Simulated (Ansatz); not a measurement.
# KMnF3: the cost of one run

Method: DFT r²SCAN+U (U_eff = 2.5 eV on Mn d), plane waves, PAW, in Ansatz 0.2.0.

## 1. The system as given

Symmetry: Pm-3m, No. 221, cubic system. The conventional cell has a = 4.187 Å, b = 4.187 Å, c = 4.187 Å, α = 90.00°, β = 90.00°, γ = 90.00°. K (site symmetry m-3m) has 12 F at 2.96 Å as nearest neighbours. Around Mn (site symmetry m-3m) lie 6 F at 2.09 Å. F (site symmetry 4/mmm) is surrounded by 2 Mn at 2.09 Å and 4 K at 2.96 Å.

Coordinates:

```xyz
5
Lattice="4.1869 0.0000 0.0000 0.0000 4.1869 0.0000 0.0000 0.0000 4.1869" Properties=species:S:1:pos:R:3 pbc="T T T"
K     2.0934    2.0934    2.0934
Mn    0.0000    0.0000    0.0000
F     2.0934    0.0000    0.0000
F     0.0000    2.0934    0.0000
F     0.0000    0.0000    2.0934
```

An earlier series on this cell reached its lowest free state from «ferromagnetic start, free, natural orbitals of the symmetric run filled by rank», perhaps among other starts.

## 2. Total moment locked, 2.50 μB per cell

input.yaml

```yaml
crystal:
  lattice:
    - [4.18689985, 0.0, 0.0]
    - [0.0, 4.18689985, 0.0]
    - [0.0, 0.0, 4.18689985]
  atoms:
    - { symbol: K, position: [0.5, 0.5, 0.5] }
    - { symbol: Mn, position: [0.0, 0.0, 0.0], spin: 2.5 }
    - { symbol: F, position: [0.5, 0.0, 0.0] }
    - { symbol: F, position: [0.0, 0.5, 0.0] }
    - { symbol: F, position: [0.0, 0.0, 0.5] }
basis:
  ecutwfc: 500
  ecutrho_ratio: 4
kpoints:
  mp_grid: { grid: [5, 5, 5] }
hamiltonian:
  xc: r2scan
  hubbard: { sites: [{ site: 1, l: d, u_eff: 2.5 }] }
scf:
  occupations: { method: gaussian, width: 0.05 }
  lower_state_search: "off"
  max_iter: 150
output:
  forces: true
  stress: true
  eigenvalues: true
  populations: true
  hubbard: { sites: [{ site: 1, l: d }] }
magnetization:
  spin_polarized: true
  initial_magnetization: 2.5
  spin_locking: { lock_magnetization: hard }
```

The lock stays on to the end, so the result is a constrained state.

Command:

```sh
> ansatz run input.yaml --threads 4 --pin off --max-ram 6144MiB --backend cpu --events-out ev --progress --plain --runs-dir out
```

What time and memory should one allow on 4 threads of Arm Neoverse V2, shared host?

About 3.7 s, with a peak of 0.53 GiB.
